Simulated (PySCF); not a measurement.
# GeS: the SCF solver's settings

Do solver options change the result for GeS, or only the number of cycles?

Method: each script names its method and basis; program: PySCF 2.14.0.

1 further run of the same task is left out (it didn't finish).

**1. Starting geometry**

GeS: 2 atoms, charge 0, spin multiplicity 1.

Bond lengths: Ge1–S2 2.145 Å.

**2. Base script**

Input file input.py:

```python
from pyscf import gto, dft

mol = gto.M(
    atom='Ge 0 0 0; S 0 0 2.145',
    basis='6-31g*',
    charge=0,
    spin=0,
    verbose=3,
)
mf = dft.RKS(mol, xc='b3lyp5')
mf.kernel()
g = mf.nuc_grad_method()
g.grid_response = True
g.kernel()
mf.dip_moment()
print('orbital energies (hartree):', mf.mo_energy[..., max(0, mol.nelec[1]-3):mol.nelec[0]+3].round(4))
```

Run with:

```
OMP_NUM_THREADS=1 python input.py
```

Its log is not repeated here.

It gives: E(SCF) = -2474.795406 Eh, μ = 2.61 D, gradient on the second atom 0.0426 Eh/bohr.

The bond length is a typed value, not an optimised one.

**3. Point-group symmetry on**

Variant 1 changes point-group symmetry: off → on.

Input file input.py:

```python
from pyscf import gto, dft

mol = gto.M(
    atom='Ge 0 0 0; S 0 0 2.145',
    basis='6-31g*',
    charge=0,
    spin=0,
    symmetry=True,
    verbose=3,
)
mf = dft.RKS(mol, xc='b3lyp5')
mf.kernel()
g = mf.nuc_grad_method()
g.grid_response = True
g.kernel()
mf.dip_moment()
print('orbital energies (hartree):', mf.mo_energy[..., max(0, mol.nelec[1]-3):mol.nelec[0]+3].round(4))
```

Run with:

```
OMP_NUM_THREADS=1 python input.py
```

**4. DIIS space 20**

Variant 2 changes DIIS space: default → 20.

input.py: that of step 2 with these lines changed.

```diff
@@ -10,2 +10,3 @@
 mf = dft.RKS(mol, xc='b3lyp5')
+mf.diis_space = 20
 mf.kernel()
```

**5. Damping 0.5**

Variant 3 changes damping: none → 0.5.

input.py: that of step 2 with these lines changed.

```diff
@@ -10,2 +10,4 @@
 mf = dft.RKS(mol, xc='b3lyp5')
+mf.damp = 0.5
+mf.diis_start_cycle = 8
 mf.kernel()
```

Before running it: what results should come out? Wanted: for each run, E(SCF); from base; gap; SCF dipole.

**Answer**, as computed:

```
                    run  E(SCF) (hartree)  from base (eV)  gap (eV)  SCF dipole (D)
                   base      -2474.795406               0      4.48            2.61
point-group symmetry on      -2474.795406          0.0000      4.48            2.61
          DIIS space 20      -2474.795406          0.0000      4.48            2.61
            damping 0.5      -2474.795406          0.0000      4.48            2.61
```

What this shows: The SCF energy stays the same, to the digits that matter, with point-group symmetry on or DIIS space 20 or damping 0.5.
